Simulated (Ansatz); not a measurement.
Write the native input for Ansatz 0.2.0 that does the following.

```
Task                                : band structure
Functional                          : r2SCAN
Potentials or basis                 : Ansatz PAW
Cutoff                              : 500 eV (not typed: the program's choice for these potentials)
k mesh                              : 8 × 5 × 1
Occupations                         : fermi-dirac, width 0.05 eV
Spin                                : no spin polarisation
Boundary along the surface normal   : dipole_correction
Path                                : [["G", "X", "S", "Y", "G", "S"]]
Points for each segment of the path : 10
Miller                              : [1, 0, 0]
Bulk formula                        : Hf
```

Hf, a slab with vacuum:

```
Hf
1.0
     3.19670    0.00000    0.00000
     0.00000    5.05780    0.00000
     0.00000    0.00000   24.22807
Hf
8
Direct
  0.00000 0.75000 0.30956
  0.50000 0.25000 0.34765
  0.50000 0.75000 0.42382
  0.00000 0.25000 0.46191
  0.00000 0.75000 0.53809
  0.50000 0.25000 0.57618
  0.50000 0.75000 0.65235
  0.00000 0.25000 0.69044
```

The slab is cut from a database's or a generator's crystal, which needn't be the stable form of the element.

The cell isn't the ideal one: the (1 0 0) slab of Hf, cut from the database cell, not relaxed.

One way to write it, as run:

input.yaml

```yaml
crystal:
  lattice:
    - [3.1966985242, 0.0, 0.0]
    - [0.0, 5.0578, 0.0]
    - [0.0, 0.0, 24.2280737675]
  atoms:
    - { symbol: Hf, position: [0.0, 0.75, 0.3095582452] }
    - { symbol: Hf, position: [0.5, 0.25, 0.3476465962] }
    - { symbol: Hf, position: [0.4999999999, 0.75, 0.4238232981] }
    - { symbol: Hf, position: [0.0, 0.25, 0.461911649] }
    - { symbol: Hf, position: [0.0, 0.75, 0.538088351] }
    - { symbol: Hf, position: [0.5, 0.25, 0.5761767019] }
    - { symbol: Hf, position: [0.4999999999, 0.75, 0.6523534038] }
    - { symbol: Hf, position: [0.0, 0.25, 0.6904417548] }
hamiltonian:
  xc: r2scan
  pseudopotentials: { kind: paw }
kpoints:
  mp_grid: { grid: [8, 5, 1] }
  band_path:
    path:
      - [0.0, 0.0, 0.0]
      - [0.5, 0.0, 0.0]
      - [0.5, 0.5, 0.0]
      - [0.0, 0.5, 0.0]
      - [0.0, 0.0, 0.0]
      - [0.5, 0.5, 0.0]
    npoints: 10
scf:
  occupations: { method: fermi_dirac, width: 0.05 }
  n_extra_bands: 20
output:
  forces: true
  eigenvalues: true
  fatbands: true
efield:
  axis: 3
  dipole_correction: true
  ramp_width: 0.04
```

Potentials or basis: Ansatz PAW.

Launch:

```sh
$ ansatz run input.yaml --threads 4 --pin off --max-ram 11264MiB --backend cpu --events-out ev --progress --plain --runs-dir out
```

Results of the run:

The largest force is 0.358 eV/Å and the band gap on the k mesh is none (metal or under the smearing width). The work function of the upper face is 3.77 eV, the work function of the lower face is 3.77 eV and the dipole across the slab is 0.000 e·Å.

Caveat: spin-orbit coupling is left out, which moves the levels of the heavy elements; the PAW data sets come from PBE, with cores solved anew for the run's functional, which leaves a small shift of forces and pressure.

Wall time 3.6 min on 4 threads of Arm Neoverse V2, on a shared host, peak memory 3 GiB.
